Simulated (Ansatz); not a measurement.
# WC: the cost of one run

Method: DFT PBE, scalar-relativistic, plane waves, PAW, in Ansatz 0.2.0.

5 further runs of the same task are left out: 2 that didn't finish, 3 set aside as unsound or not needed.

## 1. The system as given

It takes space group P-6m2 (No. 187, hexagonal). The conventional cell has a = 2.922 Å, b = 2.922 Å, c = 2.847 Å, α = 90.00°, β = 90.00°, γ = 120.00°. Around W (site symmetry -6m2) lie 6 C at 2.21 Å. Around C (site symmetry -6m2) lie 6 W at 2.21 Å.

As a file:

```xyz
2
Lattice="2.9218 0.0000 0.0000 -1.4609 2.5303 0.0000 0.0000 0.0000 2.8471" Properties=species:S:1:pos:R:3 pbc="T T T"
W     0.0000    0.0000    0.0000
C     1.4609    0.8434    1.4235
```

It is the result of an earlier relaxation at this level (volume 10.52 Å³/atom; gap on the mesh: none (metal)).

## 2. The bulk in the cell of the plane

Input file input.yaml:

```yaml
crystal:
  lattice:
    - [2.9217712143, 0.0, 0.0]
    - [-1.4608856071, 3.8089903543, 0.0]
    - [0.0, -2.1280829022, 1.8913250405]
  atoms:
    - { symbol: W, position: [0.0, 0.0, 0.0] }
    - { symbol: C, position: [0.3333333333, 0.6666666667, 0.1666666667] }
basis:
  ecutwfc: 420
kpoints:
  mp_grid: { grid: [13, 9, 18] }
hamiltonian:
  xc: pbe
scf:
  occupations: { method: gaussian, width: 0.1 }
output:
  forces: true
  stress: true
  eigenvalues: true
```

Started as:

```
ansatz run input.yaml --threads 2 --pin off --max-ram 5632MiB --backend cpu --events-out ev --progress --plain --runs-dir out
```

What time and memory should one allow on 2 threads of Intel Xeon Platinum 8488C (Sapphire Rapids), shared host?

About 7.4 s, with a peak of 0.54 GiB.
